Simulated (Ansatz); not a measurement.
# MoCO+ (doublet): from Hartree-Fock to the top rungs, def2-SVP

The task here is to estimate one member of a computed series from the others.

Program: Ansatz 0.2.0, Gaussian basis. Level of theory: def2-SVP, core rule «outside noble gas», up to 6 orbitals frozen. These are calculated values, not measurements.

Plan: UHF; CCSD(T) on ROHF; CISD; CCSDT(Q) on ROHF.

8 further runs of the same task are left out: 2 for a known fault of the program, 6 set aside as unsound or not needed.

## What is computed

The geometry is a PBE0/def2-TZVP stationary point (not a proven minimum) of the parent state, kept for this charge and spin. No spin-orbit coupling is included. Elements past krypton take def2 core potentials.

3 atoms, charge 1, spin multiplicity 2.

Atoms are counted from 1 here; the program's logs count them from 0.

Bond lengths: Mo1–C2 1.869 Å, C2–O3 1.164 Å. Angles: Mo1–C2–O3 180.0°.

Coordinates:

| atom | x (Å) | y (Å) | z (Å) |
| --- | --- | --- | --- |
| Mo1 | 0.0000 | 0.0000 | 1.6339 |
| C2 | 0.0000 | 0.0000 | -0.2349 |
| O3 | 0.0000 | 0.0000 | -1.3991 |

The first run:

File in.yaml:

```yaml
crystal:
  periodic: [false, false, false]
  atoms:
    - {symbol: Mo, position_ang: [0.000000, 0.000000, 1.633933]}
    - {symbol: C, position_ang: [0.000000, 0.000000, -0.234867]}
    - {symbol: O, position_ang: [0.000000, 0.000000, -1.399067]}
basis:
  gaussian: {orbitals: def2-SVP}
total_charge: 1
magnetization: {spin_polarized: true, initial_magnetization: 1}
hamiltonian: {xc: hf}
output: {orbitals: {seedname: orbitals}}
```

Run with:

```sh
ansatz run in.yaml --threads 1 --pin off --events-out ev --progress --plain --max-ram 4096MiB --backend cpu
```

Steps of the session up to this table: UHF; CCSD(T) on ROHF; CISD; CCSDT(Q) on ROHF.

One of the session's tables, all rows but one given; the rest of the session is left out.

It belongs to the step «Misses and costs». 

| method | from RCCSDT(Q) (kcal/mol) |
| --- | --- |
| ROHF | +271.27 |
| UHF | ? |
| RMP2 | +20.68 |
| RCCSD | +15.96 |
| RCCSD(T) | +2.47 |
| RCCSDT | +1.46 |
| RCCSDT(Q) | 0 |

Estimate the missing values for UHF.

The run gave: from RCCSDT(Q) (kcal/mol): +256.71. In the column «from RCCSDT(Q) (kcal/mol)» it lies between RMP2 (+20.68) and ROHF (+271.27).

Not comparable, so not listed: CISD (they don't share determinant, frozen orbitals or solution with the rows shown, or repeat one).

To keep in mind: The determinant is far from a pure spin state, so its energy mixes those of several spin states (harmless only where they are near-degenerate, as at dissociation).
